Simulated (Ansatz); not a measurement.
# CH3F2In: the cost of one run

Method: RKS PBE0-D4/def2-TZVP; program: Ansatz 0.2.0.

### 1 Where the work starts

SMILES `F[CH](F)[InH2]`, 7 atoms, charge 0, spin multiplicity 1.

Atoms are counted from 1 here; the program's logs count them from 0.

Bond lengths: F1–C2 1.379 Å, C2–F3 1.375 Å, C2–In4 2.247 Å, C2–H5 1.117 Å, In4–H6 1.748 Å, In4–H7 1.747 Å. Angles: F1–C2–F3 107.9°, F1–C2–In4 108.1°, F1–C2–H5 107.3°, F3–C2–In4 110.0°, F3–C2–H5 107.3°, In4–C2–H5 115.9°, C2–In4–H6 118.4°, C2–In4–H7 118.5°, H6–In4–H7 123.1°.

Coordinates:

```xyz
7

F    -0.1464   -1.3101    1.3927
C     0.6340   -0.4910    0.6044
F     1.4423   -1.2921   -0.1674
In   -0.7282    0.7188   -0.7101
H     1.2980    0.0927    1.2870
H    -2.1812    1.3900   -0.0067
H    -0.3186    0.8916   -2.4000
```

This geometry comes from a loose relaxation at PBE in a small basis, which is not shown.

### 3 The grid

The axes are (1) angle H5–C2–In4: 7 values from 72 to 162 °; (2) angle H6–In4–C2: 7 values from 93.9 to 143.9 °.

Nothing else is relaxed (all other coordinates rigid). Energies count from the relaxed molecule at the same level. Points are written as (first, second).

(The set-up runs are not shown.)

### 4 Point (87°, 118.9°)

input.yaml

```yaml
crystal:
  periodic: [false, false, false]
  atoms:
    - { symbol: F, position_ang: [0.092087, -1.779592, 0.691143] }
    - { symbol: C, position_ang: [0.571385, -0.496478, 0.620384] }
    - { symbol: F, position_ang: [1.825001, -0.56725, 0.069217] }
    - { symbol: In, position_ang: [-0.745646, 0.71147, -0.688412] }
    - { symbol: H, position_ang: [0.350753, 0.22497, 1.414472] }
    - { symbol: H, position_ang: [-1.5056, 2.114527, -0.038106] }
    - { symbol: H, position_ang: [-0.938869, 0.170402, -2.30763] }
basis:
  gaussian: { orbitals: def2-TZVP }
hamiltonian:
  xc: pbe0
  dispersion: d4
output:
  forces: true
```

Started as:

```bash
$ ansatz run input.yaml --threads 1 --pin off --max-ram 2560MiB --backend cpu --events-out ev --progress --plain --runs-dir out
```

What time and memory should one allow on 1 thread of Arm Neoverse V1, shared host?

About 7.7 s, with a peak of 0.32 GiB.
